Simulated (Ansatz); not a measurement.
# Sn3GeO4: one candidate of a structure search, part 2 of 2

Aim: relax a trial structure of Sn3GeO4 and see where it ends, then test the end with a random kick.

Ansatz 0.2.0; DFT PBE, scalar-relativistic, plane waves, PAW. Earlier steps stand in the parts before.

### Step 7. Kicked and relaxed without symmetry

Atoms are moved at random (σ = 0.05 Å a coordinate) and the cell is strained at random (σ = 1.5 % a component).

The input, input.yaml:

```yaml
crystal:
  lattice:
    - [-2.7123058845, 2.7201691256, -0.0165170217]
    - [-2.7392358731, -2.7471748221, -0.019634792]
    - [-0.0344463373, 0.0051873865, 10.0787563134]
  atoms:
    - { symbol: Sn, position: [0.729322541, 0.748276698, 0.8724401208] }
    - { symbol: Sn, position: [0.7681541728, 0.7640115827, 0.360467531] }
    - { symbol: Sn, position: [0.2448681194, 0.2484882878, 0.6389546371] }
    - { symbol: Ge, position: [0.2768235403, 0.2881060028, 0.1405840447] }
    - { symbol: O, position: [0.7268312396, 0.2491303411, 0.2405029168] }
    - { symbol: O, position: [0.23926502, 0.7491227475, 0.7581963276] }
    - { symbol: O, position: [0.7633149222, 0.2464987196, 0.7480828824] }
    - { symbol: O, position: [0.2514224447, 0.7063676204, 0.2407715395] }
basis:
  ecutwfc: 420
kpoints:
  mp_grid: { grid: [4, 4, 2] }
hamiltonian:
  xc: pbe
scf:
  occupations: { method: gaussian, width: 0.1 }
  lower_state_search: "off"
output:
  forces: true
  stress: true
  eigenvalues: true
relax:
  adjacent_minimum: "off"
  f_tol: 0.025
  max_steps: 60
  cell: { stress_tol: 0.25 }
```

Run with:

```
$ ansatz run input.yaml --threads 4 --pin off --max-ram 8192MiB --backend cpu --events-out ev --progress --plain --runs-dir out
```

The program printed:

```text
Warning: RAYON_NUM_THREADS=4 ignored (pool sized by the plan → 4); use --threads N
Engine: ansatz 0.2.0, x86_64-unknown-linux-gnu
Pseudopotentials: kind: paw
Pseudopotential: Sn, paw, valence charge 14, recommended cutoff 420 eV (normal), Sn.paw.azcp
Pseudopotential: Ge, paw, valence charge 14, recommended cutoff 420 eV (normal), Ge.paw.azcp
Pseudopotential: O, paw, valence charge 6, recommended cutoff 420 eV (normal), O.paw.azcp
Functional definition: PBE
  parameter kappa = 0.804
  parameter beta = 0.06672455060314922
  exchange = pbe_x(kappa = kappa, mu = beta*pi^2/3)
  correlation = pbe_c(beta = beta)
Crystal: 8 atoms, lattice volume = 150.201 Å³
Basis set: ecut = 420 eV, 2963 PW (Γ), exchange–correlation on 54×54×144 points (8 copies of the dense FFT grid, shifted against one another)
Bands: 48, of which v1, the nominal top of the filled ones, is band 40 counted from 1 (39 counted from 0)
Symmetry: 1 space group operations
Space group: P1 (ITA 1), of the structure as read, at distance tolerance 5.3e-5 Å
k-points: 20 of 32 (time reversal used)
Non-local potential: Sn, projectors of the file, l = 0: 2, l = 1: 2, l = 2: 2, l = 3: 2
Non-local potential: Ge, projectors of the file, l = 0: 2, l = 1: 2, l = 2: 3, l = 3: 1
Non-local potential: O, projectors of the file, l = 0: 2, l = 1: 2, l = 2: 1
PAW form: soft (Blöchl's): semilocal exchange-correlation on the pseudo side does not see the compensation charge
PAW one-centre angular grid: Sn, 590 points (default); XC on 64 Gauss nodes
PAW one-centre angular grid: Ge, 590 points (default); XC on 64 Gauss nodes
PAW one-centre angular grid: O, 110 points (default); XC on 64 Gauss nodes
Initial density: superposition of atomic densities (neutral atoms: chi_scale 0, normalization atom), corrected by the library's trained network
Initial wavefunctions: pseudopotential atomic-orbital guess
Functional: x = pbe(κ = 0.804, μ = 0.2195149727645171), c = pbe(β = 0.06672455060314922)
SCF iter   1: F=—  HF=-24636.931562 eV  |F-HF|=—  |Δ(HF+E_count)|=         —  Δρ=1.62e-3  dr2=3.19e-3  ethr=1.77e-3  ⟨swp⟩=6.2  Hψ=3963  notcnv=0
preconditioner: auto → Resta (q_TF=auto, 2.456 Å⁻¹)  ε∞=3.2  [insulator: Δε(μ)=1.012 eV  Ē_g=18.219 eV  σ=0.100 eV  W_gap=1.00  n_scr=38 (ndim 8)  ℏωp=27.1 eV  f_vac=0.043  D(μ)=0.00/eV (n_scr^D=0)  ε∞_Penn≈3.2]
SCF iter   2: F=—  HF=-24636.932298 eV  |F-HF|=—  |Δ(HF+E_count)|=   7.36e-4  Δρ=9.18e-4  dr2=8.93e-4  ethr=3.99e-6  ⟨swp⟩=2.0  Hψ=1920  notcnv=0
SCF iter   3: F=—  HF=-24636.933238 eV  |F-HF|=—  |Δ(HF+E_count)|=   9.39e-4  Δρ=4.22e-4  dr2=2.12e-4  ethr=1.12e-6  ⟨swp⟩=2.0  Hψ=1698  notcnv=0
SCF iter   4: F=—  HF=-24636.933210 eV  |F-HF|=—  |Δ(HF+E_count)|=   2.77e-5  Δρ=1.54e-4  dr2=3.33e-5  ethr=2.65e-7  ⟨swp⟩=2.0  Hψ=1698  notcnv=0
SCF iter   5: F=—  HF=-24636.933287 eV  |F-HF|=—  |Δ(HF+E_count)|=   7.66e-5  Δρ=1.07e-4  dr2=1.63e-5  ethr=4.16e-8  ⟨swp⟩=2.0  Hψ=1698  notcnv=0
SCF iter   6: F=—  HF=-24636.933287 eV  |F-HF|=—  |Δ(HF+E_count)|=   7.88e-7  Δρ=2.57e-5  dr2=1.07e-6  ethr=2.03e-8  ⟨swp⟩=2.0  Hψ=1251  notcnv=0
SCF iter   7: F=—  HF=-24636.933289 eV  |F-HF|=—  |Δ(HF+E_count)|=   1.34e-6  Δρ=1.43e-5  dr2=2.67e-7  ethr=1.34e-9  ⟨swp⟩=2.0  Hψ=1697  notcnv=0
SCF iter   8: F=-24636.933289 eV  HF=-24636.933289 eV  |F-HF|=2.49e-8  |Δ(HF+E_count)|=   1.06e-7  Δρ=6.43e-6  dr2=6.03e-8  ethr=1.25e-10  ⟨swp⟩=9.7  Hψ=4074  notcnv=0
SCF 1 converged in 8 iterations: F = -24636.933289 eV  dr2 = 6.03e-8
relax step   1: F+E_penalty+E_count = -24636.93328889 eV  Δ(F+E_penalty+E_count) = +0.000e0 eV  max|allowed force component| = 7.192e-1 eV/Å  Δτ_max = 0.0000 Å  P = -1.455 GPa  Ω = 150.201 Å³  (8 SCF iters, dr2 threshold 1.00e-7 eV, accepted)
Crystal: 8 atoms, lattice volume = 148.983 Å³
Basis set: ecut = 420 eV, 2915 PW (Γ), exchange–correlation on 54×54×144 points (8 copies of the dense FFT grid, shifted against one another)
Initial density: handed on by an earlier stage of this run
Initial wavefunctions: those handed on with the density
iter 1 solved again at ethr=1.61e-4 eV; its pass at ethr=3.10e-3 eV (dr2=1.29e-1 eV) is discarded
SCF iter   1: F=—  HF=-24637.023510 eV  |F-HF|=—  |Δ(HF+E_count)|=         —  Δρ=1.15e-2  dr2=1.29e-1  ethr=1.61e-4  ⟨swp⟩=1.1  Hψ=4979  notcnv=0
preconditioner: auto → Resta (q_TF=auto, 2.460 Å⁻¹)  ε∞=3.2  [insulator: Δε(μ)=1.252 eV  Ē_g=18.395 eV  σ=0.100 eV  W_gap=1.00  n_scr=38 (ndim 8)  ℏωp=27.2 eV  f_vac=0.039  D(μ)=0.00/eV (n_scr^D=0)  ε∞_Penn≈3.2]
SCF iter   2: F=—  HF=-24636.992694 eV  |F-HF|=—  |Δ(HF+E_count)|=   3.08e-2  Δρ=5.32e-3  dr2=2.38e-2  ethr=1.61e-4  ⟨swp⟩=2.1  Hψ=1793  notcnv=0
SCF iter   3: F=—  HF=-24636.990189 eV  |F-HF|=—  |Δ(HF+E_count)|=   2.51e-3  Δρ=1.40e-3  dr2=2.37e-3  ethr=2.98e-5  ⟨swp⟩=2.0  Hψ=1620  notcnv=0
SCF iter   4: F=—  HF=-24636.990640 eV  |F-HF|=—  |Δ(HF+E_count)|=   4.51e-4  Δρ=1.13e-3  dr2=2.06e-3  ethr=2.97e-6  ⟨swp⟩=2.0  Hψ=1354  notcnv=0
SCF iter   5: F=—  HF=-24636.990315 eV  |F-HF|=—  |Δ(HF+E_count)|=   3.25e-4  Δρ=1.87e-4  dr2=4.76e-5  ethr=2.58e-6  ⟨swp⟩=2.0  Hψ=1286  notcnv=0
SCF iter   6: F=—  HF=-24636.990353 eV  |F-HF|=—  |Δ(HF+E_count)|=   3.88e-5  Δρ=6.05e-5  dr2=5.39e-6  ethr=5.95e-8  ⟨swp⟩=2.1  Hψ=1369  notcnv=0
SCF iter   7: F=—  HF=-24636.990357 eV  |F-HF|=—  |Δ(HF+E_count)|=   3.29e-6  Δρ=5.05e-5  dr2=3.54e-6  ethr=1.00e-9  ⟨swp⟩=8.6  Hψ=4516  notcnv=0
SCF iter   8: F=-24636.990357 eV  HF=-24636.990357 eV  |F-HF|=5.31e-8  |Δ(HF+E_count)|=   6.00e-8  Δρ=9.54e-6  dr2=1.60e-7  ethr=1.00e-9  ⟨swp⟩=3.9  Hψ=3595  notcnv=0
SCF 2 converged in 8 iterations: F = -24636.990357 eV  dr2 = 1.60e-7
relax step   2: F+E_penalty+E_count = -24636.99035669 eV  Δ(F+E_penalty+E_count) = -5.707e-2 eV  max|allowed force component| = 4.449e-1 eV/Å  Δτ_max = 0.1621 Å  P = +0.256 GPa  Ω = 148.983 Å³  energy of the carried Pulay correction = +2.983e-3 eV  (8 SCF iters, dr2 threshold 8.00e-7 eV, accepted)
Crystal: 8 atoms, lattice volume = 146.089 Å³
Basis set: ecut = 420 eV, 2839 PW (Γ), exchange–correlation on 54×54×144 points (8 copies of the dense FFT grid, shifted against one another)
iter 1 solved again at ethr=5.88e-5 eV; its pass at ethr=3.10e-3 eV (dr2=4.70e-2 eV) is discarded
SCF iter   1: F=—  HF=-24637.086482 eV  |F-HF|=—  |Δ(HF+E_count)|=         —  Δρ=7.06e-3  dr2=4.71e-2  ethr=5.88e-5  ⟨swp⟩=1.1  Hψ=5328  notcnv=0
preconditioner: auto → Resta (q_TF=auto, 2.468 Å⁻¹)  ε∞=3.2  [insulator: Δε(μ)=1.001 eV  Ē_g=18.379 eV  σ=0.100 eV  W_gap=1.00  n_scr=38 (ndim 8)  ℏωp=27.5 eV  f_vac=0.034  D(μ)=0.00/eV (n_scr^D=0)  ε∞_Penn≈3.2]
SCF iter   2: F=—  HF=-24637.077215 eV  |F-HF|=—  |Δ(HF+E_count)|=   9.27e-3  Δρ=3.32e-3  dr2=9.03e-3  ethr=5.88e-5  ⟨swp⟩=2.1  Hψ=1557  notcnv=0
SCF iter   3: F=—  HF=-24637.077154 eV  |F-HF|=—  |Δ(HF+E_count)|=   6.10e-5  Δρ=1.83e-3  dr2=3.98e-3  ethr=1.13e-5  ⟨swp⟩=3.0  Hψ=1643  notcnv=0
SCF iter   4: F=—  HF=-24637.076624 eV  |F-HF|=—  |Δ(HF+E_count)|=   5.30e-4  Δρ=4.83e-4  dr2=3.16e-4  ethr=4.97e-6  ⟨swp⟩=2.0  Hψ=1352  notcnv=0
SCF iter   5: F=—  HF=-24637.076749 eV  |F-HF|=—  |Δ(HF+E_count)|=   1.25e-4  Δρ=1.48e-4  dr2=3.19e-5  ethr=3.95e-7  ⟨swp⟩=2.0  Hψ=1233  notcnv=0
SCF iter   6: F=—  HF=-24637.076755 eV  |F-HF|=—  |Δ(HF+E_count)|=   5.70e-6  Δρ=8.59e-5  dr2=9.50e-6  ethr=3.99e-8  ⟨swp⟩=2.0  Hψ=1360  notcnv=0
SCF iter   7: F=-24637.076756 eV  HF=-24637.076756 eV  |F-HF|=5.73e-7  |Δ(HF+E_count)|=   4.02e-7  Δρ=2.02e-5  dr2=5.26e-7  ethr=1.00e-9  ⟨swp⟩=5.7  Hψ=4455  notcnv=0
SCF 3 converged in 7 iterations: F = -24637.076756 eV  dr2 = 5.26e-7
relax step   3: F+E_penalty+E_count = -24637.07675607 eV  Δ(F+E_penalty+E_count) = -8.640e-2 eV  max|allowed force component| = 4.363e-2 eV/Å  Δτ_max = 0.0918 Å  P = +0.399 GPa  Ω = 146.089 Å³  energy of the carried Pulay correction = +1.017e-2 eV  (7 SCF iters, dr2 threshold 8.00e-7 eV, accepted)
[... 12 lines left out ...]
relax step   4: F+E_penalty+E_count = -24637.07551345 eV  Δ(F+E_penalty+E_count) = +1.243e-3 eV  max|allowed force component| = 5.229e-2 eV/Å  Δτ_max = 0.0415 Å  P = -0.120 GPa  Ω = 147.147 Å³  energy of the carried Pulay correction = +7.526e-3 eV  (7 SCF iters, dr2 threshold 8.00e-7 eV, accepted)
[... 12 lines left out ...]
relax step   5: F+E_penalty+E_count = -24637.07730818 eV  Δ(F+E_penalty+E_count) = -1.795e-3 eV  max|allowed force component| = 5.862e-2 eV/Å  Δτ_max = 0.0292 Å  P = -0.046 GPa  Ω = 146.869 Å³  energy of the carried Pulay correction = +8.220e-3 eV  (7 SCF iters, dr2 threshold 1.71e-7 eV, accepted)
[... 10 lines left out ...]
relax step   6: F+E_penalty+E_count = -24637.07758121 eV  Δ(F+E_penalty+E_count) = -2.730e-4 eV  max|allowed force component| = 1.957e-2 eV/Å  Δτ_max = 0.0079 Å  P = +0.050 GPa  Ω = 146.834 Å³  energy of the carried Pulay correction = +8.306e-3 eV  (6 SCF iters, dr2 threshold 2.15e-7 eV, accepted)
Initial wavefunctions: pseudopotential atomic-orbital guess (no wavefunctions were taken with the density)
iter 1 solved again at ethr=1.62e-7 eV; its pass at ethr=3.10e-3 eV (dr2=1.30e-4 eV) is discarded
SCF iter   1: F=—  HF=-24637.070063 eV  |F-HF|=—  |Δ(HF+E_count)|=         —  Δρ=1.49e-4  dr2=4.46e-6  ethr=1.62e-7  ⟨swp⟩=3.1  Hψ=6234  notcnv=0
preconditioner: auto → Resta (q_TF=auto, 2.466 Å⁻¹)  ε∞=3.2  [insulator: Δε(μ)=1.044 eV  Ē_g=18.372 eV  σ=0.100 eV  W_gap=1.00  n_scr=38 (ndim 8)  ℏωp=27.4 eV  f_vac=0.037  D(μ)=0.00/eV (n_scr^D=0)  ε∞_Penn≈3.2]
SCF iter   2: F=—  HF=-24637.070192 eV  |F-HF|=—  |Δ(HF+E_count)|=   1.30e-4  Δρ=7.43e-5  dr2=1.92e-6  ethr=5.57e-9  ⟨swp⟩=2.0  Hψ=1360  notcnv=0
SCF iter   3: F=—  HF=-24637.070200 eV  |F-HF|=—  |Δ(HF+E_count)|=   7.93e-6  Δρ=3.47e-5  dr2=2.50e-7  ethr=2.41e-9  ⟨swp⟩=2.0  Hψ=1252  notcnv=0
SCF iter   4: F=—  HF=-24637.070202 eV  |F-HF|=—  |Δ(HF+E_count)|=   1.93e-6  Δρ=2.04e-6  dr2=4.39e-9  ethr=3.12e-10  ⟨swp⟩=2.0  Hψ=1360  notcnv=0
SCF iter   5: F=-24637.070202 eV  HF=-24637.070202 eV  |F-HF|=1.72e-9  |Δ(HF+E_count)|=   2.00e-9  Δρ=1.26e-6  dr2=1.94e-9  ethr=2.50e-12  ⟨swp⟩=6.8  Hψ=4095  notcnv=0
SCF 7 converged in 5 iterations: F = -24637.070202 eV  dr2 = 1.94e-9
relax step   7: F+E_penalty+E_count = -24637.07020230 eV  Δ(F+E_penalty+E_count) = +7.379e-3 eV  max|allowed force component| = 1.944e-2 eV/Å  Δτ_max = 0.0000 Å  P = -0.015 GPa  Ω = 146.834 Å³  stress off target by 7.09e-2 GPa  SCF on the basis re-selected at this cell (its energy is not comparable with the rows above)  (5 SCF iters)
basis re-selected at this cell: Δ(F+E_penalty+E_count) = +7.379e-3 eV, ΔP = -0.065 GPa vs the last step (what re-selecting the basis moved, of the pressure what is left beyond the Pulay correction that the steps carried, after the strain that the cell walked since its last selection, with what the two solves' SCF thresholds leave and, on support functions, any second-order correction that the steps lacked; it is no measure of the basis error at this ecutwfc). This SCF's stress stands 7.09e-2 GPa from its target on what of the cell is left free (relax.cell.stress_tol is 2.50e-1 GPa) and its largest allowed force component is 1.94e-2 eV/Å (relax.f_tol is 2.50e-2 eV/Å): within both
SCF converged after 5 iterations
Free energy (F): -24637.070202 eV
Harris-Foulkes:  -24637.070202 eV  (|F-HF|=1.72e-9)
Internal energy: -24637.070202 eV  (E = F + TS)
E sigma→0 (E₀):  -24637.070202 eV
Fermi energy:    8.504695 eV
--- Per-component energies (eV) ---
  E_band       = -514.365100
  E_kinetic    = 1366.807504
  E_local      = -7367.086025  (includes V_loc(G=0)·N_el)
  E_nonlocal   = 511.196201
  E_hartree    = 3607.143061
  E_xc         = -1517.102028
  E_vxc        = -727.074225  (∫ρ·V_xc dr)
  E_paw        = -15056.326380  (= ΣΔE_a)
  E_vpaw       = -1512.503985  (= ΣTr[D̂ρ^β])
  E_aug_tail   = 0.009931  (compensation charges beyond the density's cutoff)
  E_ewald      = -6181.712466
  E_smearing   = -0.000000  (= −TS)
  E_closure    = -0.000000  (closes the sum)
  Σ components = -24637.070202   (vs F -24637.070202, Δ=0.00e0)
--- Forces (eV/Å), atoms counted from 1 ---
  atom   1  Sn    -0.00215819    -0.00120903     0.00532906
  atom   2  Sn    -0.00346355    -0.00133842     0.01344997
  atom   3  Sn    -0.00370718     0.00057688     0.00086349
  atom   4  Ge     0.01025646     0.00133725    -0.01944292
  atom   5  O     -0.00098738     0.00801854     0.00258906
  atom   6  O     -0.00028013     0.00501187    -0.00562031
  atom   7  O      0.00461791    -0.00305509    -0.00129129
  atom   8  O     -0.00427742    -0.00933911     0.00413252
  max |Σ_I F_I| component: 9.59e-6 eV/Å
--- Stress (GPa, compression-positive) ---
        0.003387       0.018946      -0.045077
        0.018946      -0.007753       0.000996
       -0.045077       0.000996      -0.040799
  P = ⅓ Tr σ = -0.0151 GPa (-0.151 kbar)
--- Band table (eV; the first three rows and the last of 20) ---
  k-point 0: bands = ["-16.4642", "-16.4564", "-16.3890", "-16.3745", "-16.3110", "-13.3962", "-13.2154", "-13.0392", "-13.0081", "-13.0062", "-12.9908", "-12.9643", "-12.9601", "-12.9533", "-12.9475", "-12.9458", "-12.9363", "-12.9268", "-12.9233", "-12.9210", "-11.5545", "-11.3921", "-9.1749", "-8.9519", "-0.4951", "0.6602", "2.1338", "2.3613", "2.4112", "2.5376", "2.6129", "4.7216", "4.7915", "5.1600", "5.3931", "5.4922", "5.5341", "5.6446", "6.5241", "7.9840", "9.7298", "10.4253", "11.6008", "11.8033", "12.1093", "12.4087", "13.3961", "13.5886"]
  k-point 1: bands = ["-16.4642", "-16.4564", "-16.3890", "-16.3745", "-16.3110", "-13.3962", "-13.2154", "-13.0392", "-13.0082", "-13.0063", "-12.9908", "-12.9643", "-12.9600", "-12.9532", "-12.9472", "-12.9456", "-12.9363", "-12.9267", "-12.9236", "-12.9213", "-11.5536", "-11.3931", "-9.1749", "-8.9519", "-0.2650", "0.1595", "2.2801", "2.3779", "2.5299", "2.6068", "3.3128", "3.5649", "4.7817", "5.1570", "5.3863", "5.4926", "5.5344", "5.6421", "7.2572", "7.8186", "9.5617", "10.2336", "11.8502", "12.1916", "12.3054", "12.3475", "12.5906", "12.6738"]
  k-point 2: bands = ["-16.4628", "-16.4523", "-16.3934", "-16.3736", "-16.3117", "-13.3671", "-13.1904", "-13.1013", "-13.0361", "-13.0114", "-13.0021", "-13.0013", "-12.9977", "-12.9627", "-12.9533", "-12.9468", "-12.9412", "-12.9252", "-12.9166", "-12.9071", "-11.1842", "-10.9611", "-9.4756", "-9.2473", "-0.2454", "0.6069", "1.9250", "2.4319", "2.6108", "2.7685", "2.9742", "3.0328", "4.4165", "4.6274", "5.0086", "5.0269", "5.1873", "6.5813", "6.7232", "7.8257", "10.0463", "10.6203", "11.4731", "11.7635", "12.4084", "12.8418", "13.4081", "13.8075"]
  k-point 19: bands = ["-16.4704", "-16.4245", "-16.4060", "-16.3735", "-16.3142", "-13.3289", "-13.3276", "-13.1383", "-13.1130", "-13.0149", "-13.0018", "-12.9850", "-12.9813", "-12.9668", "-12.9567", "-12.9179", "-12.9171", "-12.9130", "-12.8984", "-12.8871", "-10.1766", "-10.0020", "-9.8079", "-9.7986", "-1.0703", "-0.2926", "-0.2470", "-0.2271", "3.3140", "3.3598", "3.3903", "3.4531", "5.8801", "6.0508", "6.1257", "6.1436", "6.1702", "6.2342", "6.2980", "6.3882", "9.6472", "9.6728", "9.8665", "9.9247", "13.1421", "13.4037", "13.4228", "13.6712"]
--- Relaxed structure (6 steps of the walk, 6 accepted, 1 SCFs on fresh bases) ---
  F+E_penalty+E_count = -24637.07020230 eV   max|allowed force component| = 1.944e-2 eV/Å   (the final SCF, on the basis selected at the relaxed cell)
  cell:  # Å, volume = 146.8343 Å³
    - [-2.7040252008359227, 2.6957900103050267, -0.0015746775511734888]
    - [-2.735070156061256, -2.7267118646474073, 0.002551416426872042]
    - [-0.10213764568362897, -0.00783214133318317, 9.957407202734128]
  atoms:
    - { symbol: Sn, position: [0.7426652891894837, 0.7416761795149402, 0.873456608962009] }
    - { symbol: Sn, position: [0.7504107326486081, 0.7504491900496696, 0.3566560330497475] }
    - { symbol: Sn, position: [0.24688734966868522, 0.24727698410270452, 0.6382371961449843] }
    - { symbol: Ge, position: [0.292798139344748, 0.29644905553523615, 0.13964326622904363] }
    - { symbol: O, position: [0.729539437657494, 0.24648219722905032, 0.2409870760953539] }
    - { symbol: O, position: [0.24500013713969968, 0.7453431642315562, 0.7546343122314667] }
    - { symbol: O, position: [0.7455682826773424, 0.24490733504782627, 0.7567720982451218] }
    - { symbol: O, position: [0.24713263167393837, 0.7274178941890163, 0.23961340894227287] }
```

It took 14 s on 4 threads of Intel Xeon 6975P-C (Granite Rapids), shared host; peak memory 0.57 GiB.

The steps of the relaxation:

```csv
step,energy from step 1 (eV/cell),largest force component (eV/Å),pressure (GPa),volume (Å³)
1,0.0000,0.7192,-1.46,150.20
2,-0.0571,0.4449,0.26,148.98
3,-0.1435,0.0436,0.40,146.09
4,-0.1422,0.0523,-0.12,147.15
5,-0.1440,0.0586,-0.05,146.87
6,-0.1443,0.0196,0.05,146.83
7,-0.1369,0.0194,-0.02,146.83
```

Step 1 is the start. Step 7 repeats the geometry before it on a plane-wave basis chosen anew for that cell, so its energy need not be comparable with the rows above.

|  | before | after | change |
| --- | --- | --- | --- |
| a (Å) | 3.841 | 3.818 | -0.6 % |
| b (Å) | 3.880 | 3.862 | -0.5 % |
| c (Å) | 10.079 | 9.958 | -1.2 % |
| α (°) | 90.17 | 89.51 | -0.7 % |
| β (°) | 90.09 | 89.64 | -0.5 % |
| γ (°) | 90.16 | 89.82 | -0.4 % |
| volume (Å³/atom) | 18.78 | 18.35 | -2.2 % |
| shortest distance (Å) | 1.911 | 1.953 | +2.2 % |
| space group (0.01 Å) | P1 | P1 | same |

Change from the reference: -0.1 meV/atom, +1.0 % in volume. At a tolerance of 0.1 Å, which suits this loose relaxation, its space group is Cm.

### Step 8. What came out

This closing draws on all 2 parts.

| quantity | value |
| --- | --- |
| symmetry at the end (tolerance 0.02 Å) | space group Cm (No. 8) |
| conventional cell | a = 5.433 Å, b = 5.417 Å, c = 9.876 Å, α = 90.00°, β = 90.58°, γ = 90.00° |
| volume | 18.16 Å³/atom |
| energy over the elements (uncorrected; H, N, O, F and Cl as molecules), grey Sn | -1.20 eV/atom |
| gap on the mesh | 0.88 eV |

**Reading.** The space group Cm (No. 8) is kept, at nearly the size of the first guess. A negative formation energy is needed for stability but isn't enough; other structures and compounds were not set against it here. The kicked cell came back to the same energy, so the end is stable against the distortions that fit this cell and this draw; modes that don't fit the cell aren't tested. Where a structure here is layered, its layers are held mostly by dispersion, which this level lacks, so their spacing and the stiffness across them are unreliable there.

Spin-orbit coupling is left out, though the cell holds Sn; it can move the gap.
